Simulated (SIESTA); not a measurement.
# Pb in SIESTA: convergence with vacuum

The system is Pb, a slab with vacuum.

```xyz
4
Lattice="3.4928 0.0000 0.0000 -1.7464 3.0249 0.0000 0.0000 0.0000 14.5556" Properties=species:S:1:pos:R:3 pbc="T T T"
Pb    1.7464    1.0083    3.0000
Pb    0.0000    2.0166    5.8519
Pb    0.0000    0.0000    8.7038
Pb    1.7464    1.0083   11.5556
```

The slab is cut from a database's or a generator's crystal, which needn't be the stable form of the element.

| Item | Value |
| --- | --- |
| Program | SIESTA 5.4.2 |
| Task | single point |
| Functional | PBEsol |
| Potentials or basis | PseudoDojo 0.4 standard (PBEsol files) |
| Basis | DZP (energy shift 0.003 Ry; two zetas on semicore shells) |
| Grid cutoff | 500 Ry |
| Energy shift | 0.003 Ry |
| k mesh | 7 × 7 × 1 |
| Occupations | fermi-dirac, width 0.05 eV |
| Spin | no spin polarisation |

These are the settings of the first run; the series varies vacuum, with any setting tied to it.

Hardware: 1 thread of Arm Neoverse V2, with other jobs on the host.

Q: The values tried are 6, 8, 10, 12, 15, 20, loosest first. From which on does the energy stay within 1 meV/atom of the tightest run that finished?

A: From 8 on.

```csv
vacuum,"energy less the tightest run, at zero smearing (meV/atom)",largest force (eV/Å),SCF cycles,CPU time (s),peak memory (GiB)
6,-1.20,0.242,9,76,0.45
8,0.30,0.251,9,79,0.47
10,-0.02,0.251,11,84,0.45
12,0.00,0.251,11,88,0.47
15,-0.01,0.251,11,85,0.47
20,0.00,0.251,11,88,0.49
```

Against the tightest run, the largest force stays within 0.005 eV/Å from 8 on. The tightest run that finished is the yardstick and may itself not be fully converged.

 The run has no spin-orbit coupling, so splittings on Pb are missing.
